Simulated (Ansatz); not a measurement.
Crystal: ZrB.

```xyz
2
Lattice="0.0000 2.3250 2.3250 2.3250 0.0000 2.3250 2.3250 2.3250 0.0000" Properties=species:S:1:pos:R:3 pbc="T T T"
Zr    0.0000    0.0000    0.0000
B     2.3250    2.3250    2.3250
```

* Program: Ansatz 0.2.0
* Task: relaxation of cell and atoms
* Functional: LDA
* Potentials or basis: Ansatz PAW
* Cutoff: 420 eV (not typed: the program's choice for these potentials)
* k mesh: 10 × 10 × 10
* Occupations: fermi-dirac, width 0.05 eV
* Spin: no spin polarisation
* Hubbard terms: Zr d U = 3 eV

At the start: volume 12.57 Å³/atom.

Task: Where does the relaxation end?

Result: It ends after 7 steps and the volume is 14.43 Å³/atom (+14.8 %); space group Fm-3m (No. 225, to 0.05 Å).

Step by step:
```csv
step,energy change (eV),largest force (eV/Å),volume (Å³)
1,0.0000,0.0000,25.14
2,-0.3077,0.0000,28.99
3,-0.3083,0.0000,28.86
4,-0.3083,0.0000,28.83
5,-0.3124,0.0000,28.83
6,-0.3124,0.0000,28.86
7,-0.3124,0.0000,28.86
```

Final structure:
```yaml
crystal:
  lattice:
    - [0.00000, 2.43447, 2.43447]
    - [2.43447, 0.00000, 2.43447]
    - [2.43447, 2.43447, 0.00000]
  atoms:
    - { symbol: Zr, position: [0.00000, 0.00000, 0.00000] }
    - { symbol: B, position: [0.50000, 0.50000, 0.50000] }
```

Caveat: the plane-wave basis is chosen anew once the cell has moved, so the energies of steps on either side of that aren't comparable; U without spin polarisation on a metal has little footing; the PAW data sets come from PBE, with cores solved anew for the run's functional, which leaves a small shift of forces and pressure; the U is typed as a test and isn't derived for this compound.
